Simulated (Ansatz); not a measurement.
# Tl2F2 in a box, plane waves

Ansatz 0.2.0, DFT PBE, spin-orbit coupling, plane waves, PAW, molecule in a box. The geometry was relaxed with Gaussian bases (B3LYP; Tl def2-SVP with ECP60, F def2-SVP).

```yaml
crystal:
  lattice:
    - [11.79, 0.0, 0.0]
    - [0.0, 9.0, 0.0]
    - [0.0, 0.0, 12.69]
  atoms:
    - { symbol: Tl, position: [0.49985411, 0.5, 0.64577935] }
    - { symbol: Tl, position: [0.49985411, 0.5, 0.35460993] }
    - { symbol: F, position: [0.61802884, 0.5, 0.50019464] }
    - { symbol: F, position: [0.38167939, 0.5, 0.50019464] }
basis:
  ecutwfc: 420
  ecutrho_ratio: 4
kpoints:
  mp_grid: { grid: [1, 1, 1] }
hamiltonian:
  xc: pbe
scf:
  occupations: { method: gaussian, width: 0.01 }
output:
  forces: true
  eigenvalues: true
  populations: true
  write_density: true
  write_potential: true
  elf: true
  volumetric_format: npy
magnetization:
  noncollinear: true
  spin_orbit: true
```

Command:
```sh
ansatz run input.yaml --threads 2 --pin off --max-ram 5120MiB --backend cpu --events-out ev --progress --plain --runs-dir out
```
It took 11 s on 2 threads of Arm Neoverse V2 (shared host), peak memory 1.6 GiB.

Q: How does the SCF go?

A: 
```
SCF iter   1: F=—  HF=-24580.180401 eV  |F-HF|=—  |Δ(HF+E_count)|=         —  Δρ=2.49e-2
preconditioner: auto → Resta (q_TF=auto, 1.518 Å⁻¹)  ε∞=1.3  [insulator: Δε(μ)=5.348 eV  Ē_g=11.540 eV  σ=0.010 eV  W_gap=1.00  n_
spin=Noncollinear: Resta preconditioning applied to the charge; magnetization (m_x, m_y, m_z) channels mix plain (no charge-respon
SCF iter   2: F=—  HF=-24577.184581 eV  |F-HF|=—  |Δ(HF+E_count)|=    3.00e0  Δρ=6.95e-3
SCF iter   3: F=—  HF=-24576.957088 eV  |F-HF|=—  |Δ(HF+E_count)|=   2.27e-1  Δρ=5.15e-3
...
SCF iter   5: F=—  HF=-24576.867523 eV  |F-HF|=—  |Δ(HF+E_count)|=   2.02e-3  Δρ=1.98e-4
SCF iter   6: F=—  HF=-24576.867616 eV  |F-HF|=—  |Δ(HF+E_count)|=   9.28e-5  Δρ=5.53e-5
SCF iter   7: F=—  HF=-24576.867651 eV  |F-HF|=—  |Δ(HF+E_count)|=   3.53e-5  Δρ=1.63e-5
SCF iter   8: F=—  HF=-24576.867651 eV  |F-HF|=—  |Δ(HF+E_count)|=   5.42e-7  Δρ=3.37e-6
SCF iter   9: F=-24576.867650 eV  HF=-24576.867650 eV  |F-HF|=1.25e-9  |Δ(HF+E_count)|=   4.53e-8  Δρ=3.97e-7
```

Q: Which levels lie next to the highest filled one (eV, counted from it)?

A: Filled: -1.44, -1.44, -1.13, -1.13, -0.89, -0.89, -0.79, -0.79, 0.00, 0.00. Empty: 4.25, 4.25, 4.44, 4.44, 5.10, 5.10, 5.53, 5.53.

Q: What forces are left at this geometry, relaxed with Gaussian bases (eV/Å)?

A: 
```
Tl   0.00  0.00  0.14
Tl   0.00  0.00 -0.14
F    0.22  0.00  0.00
F   -0.22  0.00  0.00
```

The highest of the empty levels listed lie near the vacuum level and may be states of the box.

The forces come from the other functional as well as from the basis.

A frequency check found unstable modes (1, the lowest at -5 cm⁻¹), so the relaxed geometry is a saddle point, or these are noise.
